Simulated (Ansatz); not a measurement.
**BCl (SMILES [B]Cl) at r2SCAN0/def2-TZVPPD**

Aim: the electronic atomisation energy of BCl at r2SCAN0/def2-TZVPPD, from 3 runs. 

The calculation is run with Ansatz 0.2.0.

40 further runs of the same task are left out: 40 set aside as unsound or not needed.

### 1 The system as given

BCl has 2 atoms, charge 0, and is taken as a singlet. As SMILES, `[B]Cl`. Geometry: relaxed at PBE0-D4/def2-TZVP.

Bond lengths: B1–Cl2 1.718 Å.

### 2 The energy at r2SCAN0/def2-TZVPPD

File molecule.yaml:

```yaml
crystal:
  periodic: [false, false, false]
  atoms:
    - {symbol: B, position_ang: [-0.000000, -0.000000, -0.069660]}
    - {symbol: Cl, position_ang: [0.000000, 0.000000, 1.648190]}
basis:
  gaussian: {orbitals: def2-TZVPPD.json}
hamiltonian: {xc: {name: r2SCAN0}}
accuracy: high
output: {orbitals: {seedname: orbitals}}
```

The basis set def2-TZVPPD is read from a file made from the Basis Set Exchange's data (not shown).

Started as:

```sh
ansatz run molecule.yaml --threads 1 --pin off --max-ram 3480MiB --events-out events.jsonl --progress --plain --runs-dir runs
```

The log of the run:

```text
Warning: RAYON_NUM_THREADS=1 ignored (pool sized by the plan → 1); use --threads N
Functional definition: r2SCAN0
  name "r2SCAN0"
  parameter a = 0.25
  parameter k0 = 0.174
  parameter k1 = 0.065
  parameter a1 = 4.9479
  exchange = (1 - a)*r2scan_x(k0 = k0, k1 = k1, a1 = a1) + a*exact_x
  correlation = r2scan_c
1174 factors; integrals over basis functions are off by at most 3.0e-9 eV
mean field evaluation 1: about -13195.8475 eV, gradient 9.0e0 eV
mean field evaluation 2: about -13195.9285 eV, gradient 7.1e0 eV
mean field evaluation 4: about -13196.0348 eV, gradient 5.2e-1 eV
mean field evaluation 8: about -13196.0349 eV, gradient 2.2e-2 eV
mean field evaluation 16: about -13196.0349 eV, gradient 8.5e-8 eV
mean field -13196.03492398 eV, -484.9453388627 hartree, gradient 4.9e-8 eV, S^2 0.000000; 0 other end points of the search recorded, 0 dependent functions left out
reference -13196.03492483 eV, -484.9453388938 hartree; 11, 11 occupied and 77, 77 virtual orbitals, 1174 factors
Total energy: -13196.03492483 eV, -484.9453388938 hartree
```

Wall time 5.1 s (1 thread of Arm Neoverse V1, shared host); peak memory 0.19 GiB.

### 3 The B atom

File molecule.yaml:

```yaml
basis:
  gaussian: {orbitals: def2-TZVPPD.json}
crystal:
  periodic: [false, false, false]
  atoms:
    - {symbol: B, position_ang: [0.000000, 0.000000, 0.000000]}
magnetization: {spin_polarized: true, initial_magnetization: 1}
accuracy: high
hamiltonian: {xc: {name: r2SCAN0}}
```

The basis set def2-TZVPPD is read from a file made from the Basis Set Exchange's data (not shown).

Run the same way, it converges to -24.63900 Eh (log not shown).

### 4 The Cl atom, same level

File run.yaml:

```yaml
crystal:
  periodic: [false, false, false]
  atoms:
    - symbol: Cl
      position_ang: [0.000000, 0.000000, 0.000000]
basis:
  gaussian:
    orbitals: def2-TZVPPD.json
total_charge: 0
accuracy: high
magnetization:
  spin_polarized: true
  initial_magnetization: 1
hamiltonian:
  xc: {name: r2SCAN0}
```

The basis set def2-TZVPPD is read from a file made from the Basis Set Exchange's data (not shown).

Run the same way, it converges to -460.11676 Eh (log not shown).

### 5 Summary of results

At r2SCAN0/def2-TZVPPD:

```
                     quantity          value
       molecule: total energy  -484.94534 Eh
        molecule: HOMO energy       -7.62 eV
        molecule: LUMO energy       -1.79 eV
      molecule: HOMO–LUMO gap        5.84 eV
         B atom: total energy   -24.63900 Eh
                 B atom: ⟨S²⟩          0.758
        Cl atom: total energy  -460.11676 Eh
                Cl atom: ⟨S²⟩          0.756
electronic atomisation energy       5.159 eV
```

In words: Taking the molecule apart into free atoms costs 5.16 eV (119 kcal/mol), before zero-point energy and without spin-orbit coupling.
